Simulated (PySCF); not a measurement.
# Mn2 (Mn ... Mn): the cost of one run

Computed with PySCF 2.14.0 and routines of our own; the level stands in each step. Atoms count from 0.

### 1 The starting structure

2 atoms, charge 0, high-spin multiplicity 11; geometry from: GFN2-xTB fragments, placed rigidly.

The system (radical pair): Mn···Mn. The radical centres are 6.12 Å apart; the spin sites are atom 0 (5 unpaired) and atom 1 (5 unpaired).

### 2 Magnetic exchange: CASSCF and SC-NEVPT2/def2-TZVP (10,10)

What the job is given:

```
{"job": {"kind": "cas", "basis": "def2-TZVP", "active": "magnetic", "zfs": false}, "charge": 0, "high_spin_multiplicity": 11, "spin_sites": [[[0], 5], [[1], 5]]}
Mn     0.000000     0.000000    -3.058000
Mn     0.000000     0.000000     3.058000
```

With the program's defaults for keys left out, this is: CASSCF and SC-NEVPT2/def2-TZVP spin states, gas phase.

The run is started by

```console
OMP_NUM_THREADS=1 python exch_run.py task.json out
```

The driver reads the jobs from task.json and runs them one after another.

**Question.** How long does this run take on 1 thread of AMD EPYC 9R14, shared host?

About 13 s.
